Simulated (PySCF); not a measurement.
# The bond of KN, level by level

The task here is to estimate one member of a computed series from the others.

Method: K def2-SVP, N def2-SVP, no relativity; program: PySCF 2.14.0.

The first run:

Settings of the job:

* atoms: K, N
* charge: 0
* basis: K def2-SVP, N def2-SVP
* Hamiltonian: no relativity
* basis functions: 38
* electrons treated: 26
* masses in u: 38.9637, 14.0031
* levels: PBE0, PBE, r²SCAN, B2PLYP, B97-3, LDA, LC-ωPBE, HF, MP2, SCS-MP2, CCSD, CCSD(T)
* grid: 80 radial by 434 angular points
* occupations: held fixed by the projection of orbital angular momentum
* dissociation limit: K + N, each in its ground configuration
* starting distance in angstrom: 2.600
* values of 2S to try: 0, 2, 4

Command:

```bash
> OMP_NUM_THREADS=1 python dia.py task.json out
```

Among the steps run: Set-up; First curve: PBE0; Higher solutions at PBE0; PBE; r²SCAN; B2PLYP (double hybrid); B97-3; LDA; LC-ωPBE; ROHF; Adding correlation.

One of the session's tables, all rows but one given; the rest of the session is left out.

Energy (eV) from each level's lowest point:

```
R (Å)   ROHF  ROHF-MP2  ROHF-SCS-MP2  ROHF-CCSD  ROHF-CCSD(T)
2.260  0.292     0.296         0.304        n/a           n/a
2.365  0.101     0.111         0.116      0.198         0.234
2.470  0.016     0.023         0.025      0.085         0.112
2.549  0.000     0.000         0.000      0.039         0.059
2.628  0.012     0.002         0.000      0.014         0.027
2.707  0.043     0.022         0.018      0.002         0.009
2.812  0.107     0.068         0.060      0.000         0.000
2.943      ?         ?             ?          ?             ?
3.101  0.352     0.256         0.238      0.022         0.021
3.311  0.563     0.423         0.397        n/a           n/a
```

Q: Estimate the row for R (Å) = 2.943 from the others.

Worked estimate for «ROHF». A straight line through the neighbours (2.812, 0.107) and (3.101, 0.352) gives 0.107 + (0.352 − 0.107) × (2.943 − 2.812) / (3.101 − 2.812) = 0.218; a parabola fitted to 4 rows on both sides gives 0.211.

**Answer.** ROHF: 0.209; ROHF-MP2: 0.146; ROHF-SCS-MP2: 0.133; ROHF-CCSD: 0.008; ROHF-CCSD(T): 0.003. In «ROHF» the line misses by +0.009 and the parabola by +0.002.

State 2 has its PBE0 minimum 0.15 eV higher. The other levels ran on the lowest alone.
